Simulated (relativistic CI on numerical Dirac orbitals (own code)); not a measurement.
# Pr XVIII (Pr¹⁷⁺): levels and lines

What are the lowest levels and the strongest lines of Pr¹⁷⁺? One CI run answers it; runs with one setting changed show what the result hangs on.

The numbers are computed with relativistic CI on numerical Dirac orbitals (own code) version 2 (Dirac-Coulomb-Breit CI, KLI orbitals optimised for each configuration, model QED (radiative potential, 1s self-energy scaled to tabulated hydrogen-like ionisation energies)), except any that are marked as measured or tabulated.

## Step 1: What is computed

| Item | Value |
| --- | --- |
| ion | Pr¹⁷⁺ (Pr XVIII) |
| nuclear charge | 59 |
| electrons | 42 |
| isotope | A = 141 |
| first configuration typed | [Kr] 4d6 |

Outer shells as boxes (Hund's rule):

first configuration typed
```
[Kr] core
4d [↑↓][↑ ][↑ ][↑ ][↑ ]
```

## Step 2: CI with the chosen configurations

Input settings:

```ini
atom Pr  Z=59  charge=17  electrons=42
nucleus A=141  rms_radius_fm=4.8919
hamiltonian dirac-coulomb  breit=on  qed=on  c_scale=1
orbitals kli  potential=per-configuration
slater_scale 1
correlation none
mixing on
configurations
  [Kr] 4d6
  [Ar] 3d10 4s2 4p5 4d7
  [Kr] 4d5 4f
  [Ar] 3d10 4s2 4p4 4d8
  [Ar] 3d10 4s 4p6 4d7
  [Kr] 4d5 5s
  [Ar] 3d10 4p6 4d8
  [Kr] 4d5 5p
  [Ar] 3d10 4s 4p6 4d6 4f
  [Kr] 4d4 5s2
  [Kr] 4d5 5d
  [Kr] 4d4 5p2
  [Kr] 4d5 6s
  [Kr] 4d5 6d
end
```

## Step 3: Without QED terms

Changes to the settings of step 2:

```diff
@@ -2,3 +2,3 @@
 nucleus A=141  rms_radius_fm=4.8919
-hamiltonian dirac-coulomb  breit=on  qed=on  c_scale=1
+hamiltonian dirac-coulomb  breit=on  qed=off  c_scale=1
 orbitals kli  potential=per-configuration
```

## Step 4: Non-relativistic limit (c × 1000)

Changes to the settings of step 3:

```diff
@@ -2,3 +2,3 @@
 nucleus A=141  rms_radius_fm=4.8919
-hamiltonian dirac-coulomb  breit=on  qed=off  c_scale=1
+hamiltonian dirac-coulomb  breit=off  qed=off  c_scale=1000
 orbitals kli  potential=per-configuration
```

(Steps that only read results are left out.)

Q: Predict the outcome of this session. Wanted: lowest level; first excitation; lowest level of the other parity; fastest E1 line; ionisation energy.

The runs gave:

| run | time | mean size of shift, levels followed (cm⁻¹) | lowest level | ionisation energy (eV) |
| --- | --- | --- | --- | --- |
| main run | 1.4 s | 0 | 4d6 5D4 | 477.71 |
| without QED terms | 1.2 s | 72.8 | 4d6 5D4 | 477.68 |
| non-relativistic limit (c × 1000) | 0.96 s | 20555 | 4d6 5D4 | - |

The tabulated theoretical ionisation energy (NIST) is 478 eV.

| quantity | value |
| --- | --- |
| lowest level | 4d6 5D4 |
| first excitation | 4d6 [4d5/2^2] J=2, 13759.8 cm⁻¹ |
| lowest level of the other parity | 4p5 4d7 5G°6, 819489 cm⁻¹ |
| levels in the model | 2914 |
| fastest E1 line (by rate) to the lowest level among the lowest 200 of 2914 levels | 11.57 nm, from 4p5 4d7 5D°3 + 4d5 4f 5D° |
| ionisation energy | 477.71 eV |
| ionisation energy, tabulated theoretical (NIST) | 478 eV |

In words: The lowest level is 4d6 5D4, 74 % pure in LS and 65 % in jj coupling; over the low levels the means are 60 and 71 %, so jj coupling describes them better. The ionisation energy agrees with the tabulated theoretical value within its uncertainty of 3 eV. Of the changes tried, the run «non-relativistic limit (c × 1000)» moves the low levels most, by 20555 cm⁻¹ on average. Lifetimes count radiative decay inside the model alone.
